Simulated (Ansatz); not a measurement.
# MoHO+ (nonet): the correlation ladder, def2-QZVPP

The task here is to estimate one member of a computed series from the others.

Computed with Ansatz 0.2.0, Gaussian basis. Level: def2-QZVPP, core rule «outside noble gas», up to 5 orbitals frozen.

To be run: UHF; ROHF; CCSD(T) on UHF.

### What is computed

The geometry is a PBE0/def2-TZVP stationary point (not a proven minimum) of the parent state, kept for this charge and spin. No spin-orbit coupling is included. Elements past krypton take def2 core potentials.

3 atoms, charge 1, spin multiplicity 9.

Atoms are counted from 1 here; the program's logs count them from 0.

Bond lengths: Mo1–O2 2.329 Å, O2–H3 0.976 Å. Angles: Mo1–O2–H3 180.0°.

Set-up of the first run:

Contents of in.yaml:

```yaml
crystal:
  periodic: [false, false, false]
  atoms:
    - {symbol: Mo, position_ang: [0.000000, 0.000000, 1.877700]}
    - {symbol: O, position_ang: [0.000000, 0.000000, -0.450800]}
    - {symbol: H, position_ang: [0.000000, 0.000000, -1.426900]}
basis:
  gaussian: {orbitals: "def2-QZVPP.json"}
total_charge: 1
magnetization: {spin_polarized: true, initial_magnetization: 8}
hamiltonian: {xc: hf}
output: {orbitals: {seedname: orbitals}}
```

Started as:

```sh
$ ansatz run in.yaml --threads 1 --pin off --events-out ev --progress --plain --max-ram 4096MiB --backend cpu
```

Steps of the session up to this table: UHF; ROHF; CCSD(T) on UHF.

One table of the session follows, with a row left open; its other results are not shown here.

It belongs to the step «Misses and costs». 

```
  method  from UCCSD(T) (kcal/mol)
    ROHF                   +181.15
     UHF                   +174.77
    UMP2                         ?
   UCCSD                     +4.59
UCCSD(T)                         0
```

Estimate the missing values for UMP2.

As computed: from UCCSD(T) (kcal/mol): +19.67. In the column «from UCCSD(T) (kcal/mol)» it lies between UCCSD (+4.59) and UHF (+174.77).
